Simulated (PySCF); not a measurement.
# C4H10OSi: the cost of one run

Computed with PySCF 2.14.0, with density-fitted response routines of our own, on a single molecule in the gas phase. Atoms are numbered from 0 throughout.

## 1. Starting geometry

16 atoms, charge 0, multiplicity 1; geometry from: GFN2-xTB. The atoms were then displaced at random by about 0.03 Å, so the start is not that level's minimum.

Bonds of the start (Å): C0–C1 1.44, C1–Si2 1.93, Si2–C3 1.78, C3–C4 1.52, C4–O5 1.44, O5–C0 1.50, C0–H6 1.09, C0–H7 1.17, C1–H8 1.15, C1–H9 1.07, Si2–H10 1.50, Si2–H11 1.48, C3–H12 1.24, C3–H13 1.04, C4–H14 1.07, C4–H15 1.14.

## 2. Optimising the geometry at PBE0-D3(BJ)/def2-SVP

Job settings and geometry (Å):

```
{"job": {"xc": "PBE0", "basis": "def2-SVP", "d3": "d3bj", "grid": 1, "shake": 0.03, "kind": "geom"}, "charge": 0, "multiplicity": 1}
C      0.996460     0.920390    -0.633050
C      1.587120    -0.092880     0.208200
Si     0.137640    -0.998950     1.099450
C     -1.133520    -0.803760    -0.126840
C     -1.414880     0.664750    -0.422140
O     -0.279130     1.463040    -0.057380
H      0.758690     0.611580    -1.654430
H      1.616480     1.899680    -0.757100
H      2.277230     0.402940     0.984990
H      2.194610    -0.748690    -0.378740
H     -0.157260    -0.366650     2.429960
H      0.532170    -2.407930     1.342360
H     -2.253790    -1.206200     0.208220
H     -1.026490    -1.327270    -1.016510
H     -1.683590     0.836100    -1.443470
H     -2.201300     1.137790     0.260090
```

Started as:

```console
> OMP_NUM_THREADS=1 python probes_run.py task.json out
```

This one command runs all jobs of the session in turn.

Q: Estimate the wall time and peak memory of this first job on 1 thread of Arm Neoverse N1, shared host.

About 1.7 min, with a peak of 0.6 GiB.
